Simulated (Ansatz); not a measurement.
# F2 (fluorine) at PBE0/cc-pVTZ

What is the electronic atomisation energy of F2 (fluorine) at PBE0/cc-pVTZ? 

The calculation is run with Ansatz 0.2.0.

18 further runs of the same task are left out: 18 set aside as unsound or not needed.

## 1. The structure to begin with

The species is F2 (2 atoms), meant as a singlet with charge 0. SMILES: `FF`. The shape is that of a PBE0-D4/def2-TZVP optimisation.

Bond lengths: F1–F2 1.376 Å.

## 2. A single-point energy at PBE0/cc-pVTZ

Contents of job.yaml:

```yaml
basis:
  gaussian: {orbitals: cc-pVTZ}
crystal:
  periodic: [false, false, false]
  atoms:
    - {symbol: F, position_ang: [-0.583900, 0.212400, -0.295000]}
    - {symbol: F, position_ang: [0.583900, -0.212400, 0.295000]}
accuracy: high
hamiltonian: {xc: pbe0}
output: {orbitals: {seedname: orbitals}}
```

The run is started by

```
$ ansatz run job.yaml --threads 1 --pin off --max-ram 3480MiB --events-out events.jsonl --progress --plain --runs-dir runs
```

Output:

```text
Warning: RAYON_NUM_THREADS=1 ignored (pool sized by the plan → 1); use --threads N
Functional definition: PBE0
  name "PBE0"
  parameter a = 0.25
  parameter kappa = 0.804
  parameter beta = 0.06672455060314922
  exchange = (1 - a)*pbe_x(kappa = kappa, mu = beta*pi^2/3) + a*exact_x
  correlation = pbe_c(beta = beta)
852 factors; integrals over basis functions are off by at most 2.5e-9 eV
mean field evaluation 1: about -5425.5523 eV, gradient 1.6e1 eV
mean field evaluation 2: about -5425.7617 eV, gradient 7.5e0 eV
mean field evaluation 4: about -5425.8190 eV, gradient 4.3e-1 eV
mean field evaluation 8: about -5425.8247 eV, gradient 3.2e-4 eV
mean field evaluation 16: about -5425.8247 eV, gradient 5.1e-9 eV
mean field -5425.82468586 eV, -199.3953794494 hartree, gradient 6.2e-8 eV, S^2 0.000000; 0 other end points of the search recorded, 0 dependent functions left out
reference -5425.82468642 eV, -199.3953794697 hartree; 9, 9 occupied and 51, 51 virtual orbitals, 852 factors
Total energy: -5425.82468642 eV, -199.3953794697 hartree
```

Wall time 0.91 s (1 thread of Intel Xeon Platinum 8488C (Sapphire Rapids), shared host); peak memory 0.12 GiB.

## 3. The F atom, same level

Contents of job.yaml:

```yaml
crystal:
  periodic: [false, false, false]
  atoms:
    - {symbol: F, position_ang: [0.000000, 0.000000, 0.000000]}
basis:
  gaussian:
    orbitals: cc-pVTZ
hamiltonian:
  xc: pbe0
accuracy: high
magnetization:
  spin_polarized: true
  initial_magnetization: 1
```

Run the same way, it converges to -99.66904 Eh (log not shown).

## 4. Summary of results

At PBE0/cc-pVTZ:

```
                     quantity          value
       molecule: total energy  -199.39538 Eh
        molecule: HOMO energy      -11.46 eV
        molecule: LUMO energy       -3.04 eV
      molecule: HOMO–LUMO gap        8.42 eV
         F atom: total energy   -99.66904 Eh
                 F atom: ⟨S²⟩          0.752
electronic atomisation energy       1.559 eV
```

**Reading.** Taking the molecule apart into free atoms costs 1.56 eV (36 kcal/mol), before zero-point energy and without spin-orbit coupling.
